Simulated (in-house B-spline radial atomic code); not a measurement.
# Co²⁺ in a hard spherical wall

What does confinement do to Co²⁺? The free system is solved first, then the same system inside hard walls. More than one configuration is followed.

Program: in-house B-spline radial atomic code version 1. Level of theory: scalar-relativistic (spin-free one-electron X2C) Hartree-Fock, spin-polarised, average of configuration, Fermi nucleus, basis-set limit. These are calculated values, not measurements, unless marked.

**1. What is computed**

| Property | Result |
| --- | --- |
| element | cobalt (Z = 27) |
| charge | +2 |
| electrons | 25 |
| configuration | [Ar] 3d7 |
| Hamiltonian | scalar-relativistic (X2C) |
| nucleus | Fermi, rms radius 3.788 fm |

Outer shells as boxes (Hund's rule):

[Ar] 3d7
```
[Ar] core
3d [↑↓][↑↓][↑ ][↑ ][↑ ]
```

Where spins are not typed, each open shell is filled with up spins first.

**2. Reference run without a wall**

Settings, as recorded:

```ini
Z = 27
electrons = 25.0
configuration = [Ar] 3d7
hamiltonian = x2c
method = hf
spin_polarised = True
nucleus = fermi
rms_radius = 3.7875
mass_number = 59
atomic_mass = 58.933193524
speed_of_light = 137.035999084
```

**3. Wall at 5.87 bohr, configuration [Ar] 3d7**

The settings differ from step 2 so:

```diff
@@ -11 +11,2 @@
 speed_of_light = 137.035999084
+wall_radius = 5.87
```

**4. Wall at 4.02 bohr, configuration [Ar] 3d7**

The settings differ from step 3 so:

```diff
@@ -11,2 +11,2 @@
 speed_of_light = 137.035999084
-wall_radius = 5.87
+wall_radius = 4.02
```

**5. Wall at 3.12 bohr, configuration [Ar] 3d7**

The settings differ from step 4 so:

```diff
@@ -11,2 +11,2 @@
 speed_of_light = 137.035999084
-wall_radius = 4.02
+wall_radius = 3.12
```

**6. Wall at 2.18 bohr, configuration [Ar] 3d7**

The settings differ from step 5 so:

```diff
@@ -11,2 +11,2 @@
 speed_of_light = 137.035999084
-wall_radius = 3.12
+wall_radius = 2.18
```

**7. Wall at 1.23 bohr, configuration [Ar] 3d7**

The settings differ from step 6 so:

```diff
@@ -11,2 +11,2 @@
 speed_of_light = 137.035999084
-wall_radius = 2.18
+wall_radius = 1.23
```

**8. Wall at 5.87 bohr, configuration [Ne] 3s2 3p5 3d8**

Settings, as recorded:

```ini
Z = 27
electrons = 25.0
configuration = [Ne] 3s2 3p5 3d8
hamiltonian = x2c
method = hf
spin_polarised = True
nucleus = fermi
rms_radius = 3.7875
mass_number = 59
atomic_mass = 58.933193524
speed_of_light = 137.035999084
wall_radius = 5.87
```

**9. Wall at 4.02 bohr, configuration [Ne] 3s2 3p5 3d8**

The settings differ from step 8 so:

```diff
@@ -11,2 +11,2 @@
 speed_of_light = 137.035999084
-wall_radius = 5.87
+wall_radius = 4.02
```

**10. Wall at 3.12 bohr, configuration [Ne] 3s2 3p5 3d8**

The settings differ from step 9 so:

```diff
@@ -11,2 +11,2 @@
 speed_of_light = 137.035999084
-wall_radius = 4.02
+wall_radius = 3.12
```

**11. Wall at 2.18 bohr, configuration [Ne] 3s2 3p5 3d8**

The settings differ from step 10 so:

```diff
@@ -11,2 +11,2 @@
 speed_of_light = 137.035999084
-wall_radius = 3.12
+wall_radius = 2.18
```

**12. Wall at 1.23 bohr, configuration [Ne] 3s2 3p5 3d8**

The settings differ from step 11 so:

```diff
@@ -11,2 +11,2 @@
 speed_of_light = 137.035999084
-wall_radius = 2.18
+wall_radius = 1.23
```

Before running: What do the energy and the highest level do as the wall closes in, and which configuration is lower at each radius?

The runs gave:

| configuration | radius (bohr) | energy above the free system (eV) | highest level (eV) |
| --- | --- | --- | --- |
| [Ar] 3d7 | 5.87 | 0.0021 | -33.461 (3d down) |
| [Ar] 3d7 | 4.02 | 0.242 | -33.195 (3d down) |
| [Ar] 3d7 | 3.12 | 2.278 | -31.716 (3d down) |
| [Ar] 3d7 | 2.18 | 27.312 | -21.686 (3d down) |
| [Ar] 3d7 | 1.23 | 638.23 | 76.717 (3d down) |
| [Ne] 3s2 3p5 3d8 | 5.87 | 62.187 | -33.023 (3d down) |
| [Ne] 3s2 3p5 3d8 | 4.02 | 62.462 | -32.732 (3d down) |
| [Ne] 3s2 3p5 3d8 | 3.12 | 64.739 | -31.160 (3d down) |
| [Ne] 3s2 3p5 3d8 | 2.18 | 91.898 | -20.626 (3d down) |
| [Ne] 3s2 3p5 3d8 | 1.23 | 711.47 | 79.379 (3d down) |

For [Ar] 3d7 the energy above the free reference is 0.0021 eV at 5.87 bohr and 638.23 eV at 1.23 bohr. Its highest level passes zero between 2.18 and 1.23 bohr; in smaller spheres the level is positive, pushed up by confinement, and the wall keeps the electron in. Of [Ar] 3d7 and [Ne] 3s2 3p5 3d8, the first stays lower at every radius that both share. A hard wall is a crude model of an atom's surroundings.
